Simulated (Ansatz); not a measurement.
**SrGe12Pt4: further runs on the relaxed cell**

The task, for SrGe12Pt4: relax it again with other functionals.

Computed with Ansatz 0.2.0 (DFT PBE, scalar-relativistic, plane waves, PAW, unless a step's input says otherwise).

### 1 Starting point

It takes space group Im-3 (No. 204, cubic). The conventional cell has a = 8.768 Å, b = 8.768 Å, c = 8.768 Å, α = 90.00°, β = 90.00°, γ = 90.00°. Sr (site symmetry m-3) is surrounded by 12 Ge at 3.38 Å and 8 Pt at 3.80 Å. Around Ge (site symmetry m) lie 2 Pt at 2.53 Å and 2 Ge at 2.54 to 2.65 Å. Pt (site symmetry -3) is surrounded by 6 Ge at 2.53 Å.

As a file:

```xyz
17
Lattice="-4.3840 4.3840 4.3840 4.3840 -4.3840 4.3840 4.3840 4.3840 -4.3840" Properties=species:S:1:pos:R:3 pbc="T T T"
Sr    0.0000    0.0000    0.0000
Ge    1.2698    4.3840    3.0582
Ge    1.3258    5.6538    0.0000
Ge    0.0000    1.3258    3.1141
Ge    5.6538    0.0000    1.3258
Ge    1.3258    3.1141    0.0000
Ge    0.0000    1.3258    5.6538
Ge    3.1141    0.0000    1.3258
Ge    4.3840    3.0582   -1.2698
Ge   -1.2698    4.3840    3.0582
Ge    3.0582   -1.2698    4.3840
Ge    3.0582    1.2698    4.3840
Ge    4.3840    3.0582    1.2698
Pt    2.1920    2.1920    2.1920
Pt    2.1920   -2.1920    2.1920
Pt   -2.1920    2.1920    2.1920
Pt    2.1920    2.1920   -2.1920
```

This cell was relaxed beforehand with the same method: volume 19.83 Å³/atom, gap on the mesh none (metal).

### 2 The cell under PBEsol

Input file input.yaml:

```yaml
crystal:
  lattice:
    - [-4.3839850855, 4.3839850855, 4.3839850855]
    - [4.3839850855, -4.3839850855, 4.3839850855]
    - [4.3839850855, 4.3839850855, -4.3839850855]
  atoms:
    - { symbol: Sr, position: [0.0, 0.0, 0.0] }
    - { symbol: Ge, position: [0.8487894523, 0.4936176435, 0.6448281912] }
    - { symbol: Ge, position: [0.6448281912, 0.1512105477, 0.7960387389] }
    - { symbol: Ge, position: [0.5063823565, 0.3551718088, 0.1512105477] }
    - { symbol: Ge, position: [0.1512105477, 0.7960387389, 0.6448281912] }
    - { symbol: Ge, position: [0.3551718088, 0.1512105477, 0.5063823565] }
    - { symbol: Ge, position: [0.7960387389, 0.6448281912, 0.1512105477] }
    - { symbol: Ge, position: [0.1512105477, 0.5063823565, 0.3551718088] }
    - { symbol: Ge, position: [0.2039612611, 0.3551718088, 0.8487894523] }
    - { symbol: Ge, position: [0.8487894523, 0.2039612611, 0.3551718088] }
    - { symbol: Ge, position: [0.3551718088, 0.8487894523, 0.2039612611] }
    - { symbol: Ge, position: [0.6448281912, 0.8487894523, 0.4936176435] }
    - { symbol: Ge, position: [0.4936176435, 0.6448281912, 0.8487894523] }
    - { symbol: Pt, position: [0.5, 0.5, 0.5] }
    - { symbol: Pt, position: [0.0, 0.5, 0.0] }
    - { symbol: Pt, position: [0.5, 0.0, 0.0] }
    - { symbol: Pt, position: [0.0, 0.0, 0.5] }
basis:
  ecutwfc: 420
kpoints:
  mp_grid: { grid: [6, 6, 6] }
hamiltonian:
  xc: pbesol
scf:
  occupations: { method: gaussian, width: 0.1 }
output:
  forces: true
  stress: true
  eigenvalues: true
relax:
  adjacent_minimum: "off"
  f_tol: 0.005
  max_steps: 50
  cell: { stress_tol: 0.05 }
```

Launch:

```
ansatz run input.yaml --threads 4 --pin off --max-ram 10240MiB --backend cpu --events-out ev --progress --plain --runs-dir out
```

### 3 The cell under PBE+D3(BJ)

input.yaml, as its differences from that of step 2:

```diff
@@ -28,3 +28,4 @@
 hamiltonian:
-  xc: pbesol
+  xc: pbe
+  dispersion: d3bj
 scf:
@@ -35,2 +36,6 @@
   eigenvalues: true
+  write_density: true
+  write_potential: true
+  elf: true
+  volumetric_format: npy
 relax:
```

### 4 Relaxing with LDA

input.yaml, as its differences from that of step 3:

```diff
@@ -28,4 +28,3 @@
 hamiltonian:
-  xc: pbe
-  dispersion: d3bj
+  xc: lda
 scf:
@@ -36,6 +35,2 @@
   eigenvalues: true
-  write_density: true
-  write_potential: true
-  elf: true
-  volumetric_format: npy
 relax:
```

### 5 Relaxing with r2SCAN

input.yaml, as its differences from that of step 4:

```diff
@@ -24,3 +24,3 @@
 basis:
-  ecutwfc: 420
+  ecutwfc: 500
 kpoints:
@@ -28,3 +28,3 @@
 hamiltonian:
-  xc: lda
+  xc: r2scan
 scf:
```

(Steps that only read results are left out.)

**Question.** What will these runs give?

**Answer**, as computed:

The volumes rise in the order LDA, PBEsol, PBE+D3(BJ), r2SCAN, PBE, over 6.9 %. Spin-orbit coupling is left out for Pt.
